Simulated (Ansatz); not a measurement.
# BGeF (triplet): wave-function methods side by side at a displaced geometry (v1), cc-pVDZ

The task here is to estimate one member of a computed series from the others.

Program: Ansatz 0.2.0, Gaussian basis. Level of theory: cc-pVDZ, core rule «outside noble gas», up to 16 orbitals frozen. These are calculated values, not measurements.

To be run: UHF; CCSD(T) on ROHF; CCSD(T) on UHF; BCCD(T) on ROHF; CISD as a restricted active space (open shells left free, so some higher excitations enter); CCSDT(Q) on ROHF; CCSDT(Q) on UHF.

25 further runs of the same task are left out: 2 for a known fault of the program, 11 that didn't finish, 12 set aside as unsound or not needed. Runs told in other sessions of the task aren't counted.

### What is computed

The geometry is a PBE0/def2-TZVP stationary point (not a proven minimum) with its atoms shifted at random (size 0.040 Å). No spin-orbit coupling is included. The filled d shell of Ge may be among the frozen orbitals whatever the setting's name suggests.

3 atoms, charge 0, spin multiplicity 3.

Atoms are counted from 1 here; the program's logs count them from 0.

Bond lengths: F1–B2 1.269 Å, B2–Ge3 1.930 Å. Angles: F1–B2–Ge3 177.1°.

As a file:

```xyz
3

F    -0.01543   -0.00901   -1.48906
B    -0.01627   -0.02515   -0.21971
Ge    0.03170    0.03416    1.70877
```

The first run:

The input, in.yaml:

```yaml
crystal:
  periodic: [false, false, false]
  atoms:
    - {symbol: F, position_ang: [-0.015433, -0.009008, -1.489060]}
    - {symbol: B, position_ang: [-0.016266, -0.025151, -0.219713]}
    - {symbol: Ge, position_ang: [0.031698, 0.034159, 1.708773]}
basis:
  gaussian: {orbitals: cc-pVDZ}
magnetization: {spin_polarized: true, initial_magnetization: 2}
hamiltonian: {xc: hf}
output: {orbitals: {seedname: orbitals}}
```

Command:

```
$ ansatz run in.yaml --threads 1 --pin off --events-out ev --progress --plain --max-ram 2393MiB
```

Among the steps run: UHF; CCSD(T) on ROHF; CCSD(T) on UHF; BCCD(T) on ROHF; CISD as a restricted active space (open shells left free, so some higher excitations enter); CCSDT(Q) on ROHF; CCSDT(Q) on UHF.

One of the session's tables, all rows but one given; the rest of the session is left out.

```
   method  from UCCSDT(Q) (meV)
     ROHF               +9395.8
      UHF               +9292.6
     RMP2                +911.3
     UMP2                +927.7
    RCCSD                +318.4
    UCCSD                +311.6
 RCCSD(T)                 +58.7
 UCCSD(T)                     ?
  BCCD(T)                 +53.6
   RCCSDT                 +25.9
   UCCSDT                 +21.6
RCCSDT(Q)                  +7.4
UCCSDT(Q)                     0
```

Estimate the missing values for UCCSD(T).

**Answer.** from UCCSDT(Q) (meV): +54.9. In the column «from UCCSDT(Q) (meV)» it lies between BCCD(T) (+53.6) and RCCSD(T) (+58.7).

Not comparable, so not listed: CISD as a restricted active space (open shells left free, so some higher excitations enter) (they don't share determinant, frozen orbitals or solution with the rows shown, or repeat one).

Caveats from the session: Restricted and unrestricted rows rest on different reference determinants; a gap between their highest levels can come from leftover correlation error, from unlike frozen cores or from another state.
